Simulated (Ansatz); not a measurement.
# CH2BrIO2: how energies converge with the basis set

Aim: see how fast density functionals converge with the basis set for CH2BrIO2.

Computed with Ansatz 0.2.0, Gaussian basis. Level: one geometry, several basis sets.

Levels to be run: PBE0-D4/def2-SVP; ωB97M-V/def2-SVP; PBE0-D4/def2-QZVPP; ωB97M-V/def2-QZVPP; the functionals' def2-TZVPP values are taken from earlier runs.

**1. Structure used throughout**

All runs share one geometry, relaxed beforehand with PBE0-D4 in a triple-zeta def2 set. I takes the def2 core potential; no spin-orbit term is included.

SMILES `OC(O)(Br)I`, 7 atoms, charge 0, spin multiplicity 1.

Atoms are counted from 1 here; the program's logs count them from 0.

Bond lengths: O1–C2 1.361 Å, O1–H6 0.968 Å, C2–O3 1.362 Å, C2–Br4 1.961 Å, C2–I5 2.178 Å, O3–H7 0.967 Å. Angles: C2–O1–H6 107.7°, O1–C2–O3 113.9°, O1–C2–Br4 111.5°, O1–C2–I5 104.9°, O3–C2–Br4 105.0°, O3–C2–I5 111.9°, Br4–C2–I5 109.8°, C2–O3–H7 107.6°.

**2. PBE0-D4 in def2-SVP**

in.yaml reads:

```yaml
crystal:
  periodic: [false, false, false]
  atoms:
    - {symbol: O, position_ang: [-0.717218, 0.148395, 0.988008]}
    - {symbol: C, position_ang: [-0.052253, 0.130803, -0.199842]}
    - {symbol: O, position_ang: [0.900900, -0.838974, -0.283810]}
    - {symbol: Br, position_ang: [-1.265899, -0.219578, -1.699505]}
    - {symbol: I, position_ang: [0.800981, 2.125828, -0.393395]}
    - {symbol: H, position_ang: [-1.133771, -0.717988, 1.104659]}
    - {symbol: H, position_ang: [1.528460, -0.696587, 0.438086]}
basis:
  gaussian: {orbitals: def2-SVP}
hamiltonian: {xc: pbe0, dispersion: d4}
output: {orbitals: {seedname: orbitals}}
```

Command:

```bash
$ ansatz run in.yaml --threads 4 --pin off --events-out ev --progress --plain --max-ram 10444MiB
```

The runs that follow: ωB97M-V in def2-SVP; PBE0-D4 in def2-QZVPP; ωB97M-V in def2-QZVPP.

Q: Predict the results of all the runs planned. Wanted: PBE0-D4: double and triple zeta above quadruple; ωB97M-V: double and triple zeta above quadruple.

As calculated:

```
                                       quantity           value
PBE0-D4: double and triple zeta above quadruple  16.75, 1.75 eV
ωB97M-V: double and triple zeta above quadruple  16.81, 1.69 eV
```

PBE0-D4 gains 15.00 eV from double to triple zeta, then 1.75 eV more. Total energies overstate the basis error of differences, where much of it tends to cancel.
